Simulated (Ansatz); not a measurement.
# MnIr3: a listed cell, distorted in several ways

How do energy, forces, pressure and gap of MnIr3 change under distortions that keep the symmetry, other functionals? Each case is one self-consistent run.

Program: Ansatz 0.2.0. Level of theory: DFT PBEsol, scalar-relativistic, plane waves, PAW, unless a step's input says otherwise. These are calculated values, not measurements.

1 further run of the same task is left out (it didn't finish).

## (1) Starting point

The structure is hexagonal, space group P6_3/mmc (No. 194). Conventional cell: a = 5.471 Å, b = 5.471 Å, c = 4.329 Å, α = 90.00°, β = 90.00°, γ = 120.00°. Mn (site symmetry -6m2) has 12 Ir at 2.67 to 2.74 Å as nearest neighbours. Ir (site symmetry mm2) is surrounded by 4 Mn at 2.67 to 2.74 Å and 8 Ir at 2.69 to 2.76 Å.

Coordinates:

```
Mn Ir
1.0
     5.47079    0.00000    0.00000
    -2.73539    4.73784    0.00000
     0.00000    0.00000    4.32908
Mn Ir
2 6
Direct
  0.33333 0.66667 0.75000
  0.66667 0.33333 0.25000
  0.16817 0.33635 0.25000
  0.66365 0.83183 0.25000
  0.16817 0.83183 0.25000
  0.83183 0.66365 0.75000
  0.33635 0.16817 0.75000
  0.83183 0.16817 0.75000
```

The structure comes from the Materials Project (structure only).

## (2) Another functional, on a distorted cell: LDA

The change: strain xx, yy, zz, yz, xz, xy = +1.9, +1.9, +0.4, +0.0, +0.0, +0.0 %; atoms moved by 0.15 Å root mean square, at most 0.17 Å.

Input file input.yaml:

```yaml
crystal:
  lattice:
    - [5.575058698, 0.0, 0.0]
    - [-2.787529349, 4.8281424601, 0.0]
    - [0.0, 0.0, 4.3466592577]
  atoms:
    - { symbol: Mn, position: [0.3333333333, 0.6666666667, 0.75], spin: 2.5 }
    - { symbol: Mn, position: [0.6666666667, 0.3333333333, 0.25], spin: 2.5 }
    - { symbol: Ir, position: [0.1498943093, 0.2997886186, 0.25], spin: -0.15 }
    - { symbol: Ir, position: [0.7002113814, 0.8501056907, 0.25], spin: -0.15 }
    - { symbol: Ir, position: [0.1498943093, 0.8501056907, 0.25], spin: -0.15 }
    - { symbol: Ir, position: [0.8501056907, 0.7002113814, 0.75], spin: -0.15 }
    - { symbol: Ir, position: [0.2997886186, 0.1498943093, 0.75], spin: -0.15 }
    - { symbol: Ir, position: [0.8501056907, 0.1498943093, 0.75], spin: -0.15 }
basis:
  ecutwfc: 420
kpoints:
  mp_grid: { grid: [6, 6, 8] }
hamiltonian:
  xc: lda
scf:
  occupations: { method: gaussian, width: 0.1 }
output:
  forces: true
  stress: true
  eigenvalues: true
  populations: true
magnetization:
  spin_polarized: true
```

Launch:

```
$ ansatz run input.yaml --threads 1 --pin off --max-ram 2560MiB --backend cpu --events-out ev --progress --plain --runs-dir out
```

## (3) A distortion that keeps the symmetry

Input file input.yaml:

```yaml
crystal:
  lattice:
    - [5.5360519972, 0.0, 0.0]
    - [-2.7680259986, 4.7943616663, 0.0]
    - [0.0, 0.0, 4.44566539]
  atoms:
    - { symbol: Mn, position: [0.3333333333, 0.6666666667, 0.75], spin: 2.5 }
    - { symbol: Mn, position: [0.6666666667, 0.3333333333, 0.25], spin: 2.5 }
    - { symbol: Ir, position: [0.1377083689, 0.2754167377, 0.25], spin: -0.15 }
    - { symbol: Ir, position: [0.7245832623, 0.8622916311, 0.25], spin: -0.15 }
    - { symbol: Ir, position: [0.1377083689, 0.8622916311, 0.25], spin: -0.15 }
    - { symbol: Ir, position: [0.8622916311, 0.7245832623, 0.75], spin: -0.15 }
    - { symbol: Ir, position: [0.2754167377, 0.1377083689, 0.75], spin: -0.15 }
    - { symbol: Ir, position: [0.8622916311, 0.1377083689, 0.75], spin: -0.15 }
basis:
  ecutwfc: 420
kpoints:
  mp_grid: { grid: [6, 6, 8] }
hamiltonian:
  xc: pbesol
scf:
  occupations: { method: gaussian, width: 0.1 }
output:
  forces: true
  stress: true
  eigenvalues: true
  populations: true
  write_density: true
  write_potential: true
  elf: true
  volumetric_format: npy
magnetization:
  spin_polarized: true
```

Before running it: what results should come out? Wanted: for each run, case; energy; pressure; largest force.

**Answer**, as computed:

| step | case | energy (meV/atom) | pressure (GPa) | largest force (eV/Å) | gap on the mesh (eV) |
| --- | --- | --- | --- | --- | --- |
|  | listed cell, run earlier | 0 | -14.1 | 0.20 | 0.00 |
| 2 | another functional, on a distorted cell: LDA | n/a | -11.4 | 4.37 | 0.00 |
| 3 | a distortion that keeps the symmetry | +1006.5 | 25.4 | 11.28 | 0.00 |

Energies are counted from the listed cell, with the smearing taken to zero. Other atoms or functionals have another zero of energy (n/a). A gap of 0.00 means none on the mesh at this level.

At the listed geometry the pressure is -14.1 GPa and the largest force 0.20 eV/Å: not this functional's equilibrium. The comparable points lie above the listed cell. The runs treat Ir without spin-orbit coupling.
